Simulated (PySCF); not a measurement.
# [Pm(SH)2]+: other functionals and bases at one geometry

An exercise on one series of results from a longer session: the logs are not shown, and one member is left open.

The runs use PySCF 2.14.0; several levels, as the steps say, no spin–orbit coupling.

1 further run of the same task is left out (for a known fault of the program).

## The starting structure

5 atoms, charge 1, spin multiplicity 1.

Bond lengths: Pm1–S2 2.537 Å, Pm1–S4 2.537 Å, S2–H3 1.359 Å, S4–H5 1.359 Å. Angles: S2–Pm1–S4 98.3°, Pm1–S2–H3 96.0°, Pm1–S4–H5 96.0°.

Coordinates:

```xyz
5
charge 1, multiplicity 1
Pm    0.0000    0.0000   -0.8021
S     1.9164   -0.0902    0.8583
H     2.9011   -0.2252   -0.0690
S    -1.9164    0.0902    0.8583
H    -2.9011    0.2252   -0.0690
```

Formal oxidation states: Pm +3. Each metal's 4 4f electrons lie in its core potential, so multiplicities, spins and levels count the valence alone. An earlier session relaxed this geometry at PBE0, Pm lcecp-1-SVP with ECP50, S def2-SVP, H def2-SVP (singlet, point group C2).

At PBE0 on the finer grid: E = -831.001448 Eh, HOMO -12.03 eV, LUMO -7.24 eV, Mulliken charge on Pm1 +1.13 e, largest force component 0.021 eV/Å. 

Levels to run: wB97X; TPSS; PBE0, TZVP. Hardware: 2 threads of Arm Neoverse V1, shared host.

The first run:

run.py (the lines that set the calculation)

```python
mol = gto.M(atom='''
Pm     0.00000     0.00000    -0.80211
S      1.91645    -0.09016     0.85829
H      2.90112    -0.22516    -0.06897
S     -1.91645     0.09016     0.85829
H     -2.90112     0.22516    -0.06897''',
    basis={'Pm': 'lcecp-1-SVP', 'S': 'def2-SVP', 'H': 'def2-SVP'},
    ecp={'Pm': 'lcecp-1-SVP'},
    charge=1, spin=0)
mf = dft.RKS(mol, xc='WB97X')
mf.grids.atom_grid = (75, 302)  # f atoms: unpruned, at least (60, 302)
mf = mf.density_fit()  # fitting sets: Pm AutoAux, S def2-universal-JKFIT, H def2-universal-JKFIT
mf.conv_tol = 1e-08; mf.max_cycle = 55
mf.kernel(dm0)  # dm0: the density of the relaxed state
```

Started as:

```
$ OMP_NUM_THREADS=2 python run.py
```

Among the steps run: wB97X; TPSS; PBE0, TZVP.

One table of the session follows, with a row left open; its other results are not shown here.

| level | HOMO (eV) | gap (eV) | charge on Pm1 (e) | dipole (D) | largest force component (eV/Å) |
| --- | --- | --- | --- | --- | --- |
| PBE0 (relaxed here) | -12.03 | 4.80 | 1.13 | 7.77 | 0.02 |
| wB97X | -14.21 | 8.89 | 1.18 | 8.55 | 0.17 |
| TPSS | ? | ? | ? | ? | ? |
| PBE0, TZVP | -11.98 | 4.82 | 1.40 | 7.43 | 0.19 |

Estimate the missing values for TPSS.

The run gave: HOMO (eV): -11.02; gap (eV): 3.28; charge on Pm1 (e): 1.11; dipole (D): 7.45; largest force component (eV/Å): 0.42. In the column «HOMO (eV)» it is the highest.

The dipole of a charged species depends on the origin, so these sizes hold for this origin alone.

In one basis the HOMO–LUMO gap runs from 3.28 eV (TPSS) to 8.89 eV (wB97X). The largest leftover force, 0.42 eV/Å with TPSS, stands at a geometry relaxed at another level. With 4f in the core, its levels are missing from HOMO and gap, and its count is fixed, so no charge can pass from the ligands into it. Total energies of different levels can't be compared.
